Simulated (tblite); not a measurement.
# C6H13BOSi: the cost of one run

Computed with tblite 0.8.0 and PySCF 2.14.0, with density-fitted response routines of our own, on a single molecule in the gas phase. Atoms count from 0, in the outputs and in this text.

## (1) The starting structure

22 atoms, charge 0, multiplicity 1; geometry from: force field or distance geometry start.

Bonds of the start (Å): B0–Si1 1.95, Si1–O2 1.71, Si1–C3 1.82, C3–C4 1.20, C4–C5 1.46, Si1–C6 1.87, C6–C7 1.52, C7–C8 1.52, B0–H9 1.19, B0–H10 1.17, O2–H11 0.99, C5–H12 1.10, C5–H13 1.11, C5–H14 1.11, C6–H15 1.12, C6–H16 1.11, C7–H17 1.10, C7–H18 1.11, C8–H19 1.12, C8–H20 1.11, C8–H21 1.12.

## (2) Geometry optimisation with GFN2-xTB

Job settings and geometry (Å):

```
{"job": {"kind": "relax", "xc": "GFN2-xTB", "basis": "xTB"}, "charge": 0, "multiplicity": 1}
B      0.973500    -2.684200     1.007300
Si     0.369600    -1.320000    -0.254600
O      0.195900    -2.040000    -1.793200
C      1.620700     0.002000    -0.326500
C      2.444800     0.870100    -0.358900
C      3.440900     1.936900    -0.427600
C     -1.263100    -0.618700     0.337800
C     -1.775500     0.460100    -0.610000
C     -3.099600     1.031200    -0.121000
H      0.287200    -3.631600     1.213000
H      1.989800    -2.556300     1.574100
H      0.110400    -1.275200    -2.420200
H      4.045000     1.828800    -1.338800
H      2.940300     2.922200    -0.434400
H      4.106700     1.879500     0.463300
H     -1.118400    -0.189600     1.366900
H     -1.996200    -1.450100     0.411900
H     -1.040000     1.273100    -0.693800
H     -1.937500     0.022200    -1.618900
H     -2.968100     1.503300     0.883300
H     -3.877700     0.242600    -0.051700
H     -3.459100     1.813200    -0.831800
```

Run with:

```bash
$ OMP_NUM_THREADS=1 python probes_run.py task.json out
```

One launch serves the whole session: the jobs run in the order shown.

**Question.** How long does this first job take on 1 thread of Arm Neoverse V1, shared host?

About 1.2 s.
